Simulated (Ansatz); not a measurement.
# NaLaMnMoO6: relaxation of cell and atoms with PBE

NaLaMnMoO6:

```
Na La Mn Mo O
1.0
     5.10934   -0.00669    0.01056
    -0.23945    5.68925    0.00703
    -0.92899   -2.82542    5.11884
Na La Mn Mo O
1 1 1 1 6
Direct
  0.40776 0.38086 0.07519
  0.03690 0.66325 0.68598
  0.44271 0.04268 0.40638
  0.90251 0.96387 0.30442
  0.73627 0.69569 0.99417
  0.72288 0.91846 0.55299
  0.70112 0.27368 0.37292
  0.19224 0.75325 0.36660
  0.17926 0.03365 0.11672
  0.20034 0.27462 0.63197
```

The cell was built by a generator and needn't be a form met in nature.

- Program: Ansatz 0.2.0
- Task: relaxation of cell and atoms
- Functional: PBE
- Potentials or basis: Ansatz PAW
- Cutoff: 420 eV (not typed: the program's choice for these potentials)
- k mesh: 4 × 4 × 4
- Occupations: fermi-dirac, width 0.05 eV
- Spin: collinear spin, ferromagnetic start
- Starting moments: [0.0, 0.0, 4.0, 1.0, 0.0, 0.0, 0.0, 0.0, 0.0, 0.0] μB
- Target pressure: 10 GPa
- Target pressure (GPa): 10

```yaml
Relaxed_volume: 12.56 Å³/atom
Relaxed_cell: a = 4.878 Å, b = 5.371 Å, c = 5.551 Å, α = 116.91°, β = 100.89°, γ = 93.37°
Space_group_after_relaxing_to_0.05_Å: P1 (No. 1)
Energy_change_on_relaxing_the_enthalpy_is_what_falls: +62.5 meV/atom
Ionic_steps: 16
Pressure_after_relaxing: 10.0 GPa
Largest_force_after_relaxing: 0.006 eV/Å
Band_gap_on_the_k_mesh: 1.07 eV, indirect (least direct gap 1.16 eV)
Net_moment: 3.00 μB per cell
Absolute_moment: 3.55 μB per cell
Site_moments: Na +0.00; La +0.01; Mn +2.43; Mo -0.10; O +0.02, +0.03, +0.01, +0.10 μB
```

Forces in eV/Å, atoms in the order of the input:
```
Na   0.000  0.000 -0.001
La  -0.003  0.003 -0.003
Mn  -0.003 -0.005  0.002
Mo   0.005  0.002 -0.004
O    0.001  0.000  0.001
O    0.000 -0.001  0.000
O    0.004  0.001  0.004
O   -0.001  0.003 -0.001
O   -0.005  0.000  0.000
O    0.002 -0.003  0.001
```

Step by step:
```
step  energy change (eV)  largest force (eV/Å)  volume (Å³)
   1              0.0000                0.0037       148.95
   2              0.6591                1.2766       131.91
   3              0.3045                0.4752       134.24
   4              0.3897                0.3392       130.63
   5              0.6215                0.4467       125.81
   6              0.5641                0.1727       126.19
   7              0.5727                0.1494       125.99
   8              0.5520                0.0918       126.31
   9              0.5538                0.0236       126.27
  10              0.5521                0.0119       126.30
  11              0.5834                0.0120       126.30
  12              0.6080                0.0728       125.87
  13              0.6253                0.0332       125.57
  14              0.6217                0.0129       125.63
  15              0.6227                0.0064       125.61
  16              0.6252                0.0063       125.61
```

Final structure:
```xyz
10
Lattice="4.8766 -0.0419 -0.0980 -0.2684 5.3638 0.0568 -0.9750 -2.6158 4.7985" Properties=species:S:1:pos:R:3 pbc="T T T"
Na    2.0418    1.8779    0.4428
La   -0.3282    1.7664    3.4057
Mn    1.7049   -0.8622    1.9704
Mo    3.7421    4.3426    1.3402
O     2.2035    1.2934    4.4983
O     2.7123    3.2654    2.5919
O     2.9929    0.5177    1.8959
O     0.3275    3.0110    1.4644
O     0.6462    0.1099    0.6572
O     0.2723   -0.4825    3.2031
```

Levels at points of the mesh, in eV from the valence-band top:
Spin up:
```csv
k point,band 42,band 43,band 44,band 45,band 46,band 47
"(0.00, 0.00, 0.00)",-1.15,-0.79,-0.40,1.19,1.45,2.10
"(0.00, 0.00, -0.50)",-1.14,-0.97,-0.41,1.14,1.53,2.06
"(0.00, -0.50, 0.00)",-1.13,-0.92,-0.38,1.27,1.60,1.97
"(0.00, -0.50, -0.50)",-1.13,-1.08,-0.33,1.16,1.42,2.09
"(-0.50, 0.00, 0.00)",-1.08,-1.00,-0.26,1.41,1.55,1.75
"(-0.50, 0.00, -0.50)",-1.01,-0.90,-0.33,1.45,1.48,1.81
"(-0.50, -0.50, 0.00)",-1.00,-0.95,-0.25,1.29,1.60,1.67
"(-0.50, -0.50, -0.50)",-0.98,-0.85,-0.21,1.27,1.42,1.67
```
Spin down:
```
              k point  band 37  band 38  band 39  band 40  band 41  band 42  band 43  band 44  band 45  band 46
   (0.00, 0.00, 0.00)    -2.83    -2.70    -2.24    -2.22    -0.36     1.07     1.41     1.43     1.75     1.92
  (0.00, 0.00, -0.50)    -2.98    -2.64    -2.36    -1.94    -0.44     1.12     1.40     1.53     1.70     1.77
  (0.00, -0.50, 0.00)    -3.00    -2.77    -2.50    -1.98    -0.42     1.14     1.46     1.51     1.76     1.94
 (0.00, -0.50, -0.50)    -2.96    -2.71    -2.38    -2.14    -0.35     1.10     1.40     1.55     1.76     1.83
  (-0.50, 0.00, 0.00)    -2.74    -2.60    -2.30    -2.15    -0.11     1.10     1.43     1.51     1.68     1.92
 (-0.50, 0.00, -0.50)    -2.67    -2.57    -2.25    -1.99    -0.15     1.28     1.35     1.65     1.69     1.83
 (-0.50, -0.50, 0.00)    -2.91    -2.78    -2.34    -2.11    -0.05     1.25     1.37     1.53     1.69     1.86
(-0.50, -0.50, -0.50)    -2.85    -2.58    -2.47    -2.27     0.00     1.16     1.34     1.47     1.65     1.91
```

Wall time 5.1 min on 8 threads of Intel(R) Xeon(R) Platinum 8175M CPU @ 2.50GHz (Skylake/Cascade Lake) (shared host), peak memory 1.1 GiB.

Caveat: the volume moved by over 15 % at a fixed basis, so the end points are rough; the plane-wave basis is chosen anew once the cell has moved, so the energies of steps on either side of that aren't comparable; the pressure holds a Pulay correction of +0.6 GPa for the finite cutoff; spin-orbit coupling is left out, which moves the levels of the heavy elements; a cell with one magnetic atom can't hold antiferromagnetic order, which such compounds often take; the starting moments weren't kept. Expect the measured gap to be larger: semilocal functionals such as PBE lack the derivative discontinuity.
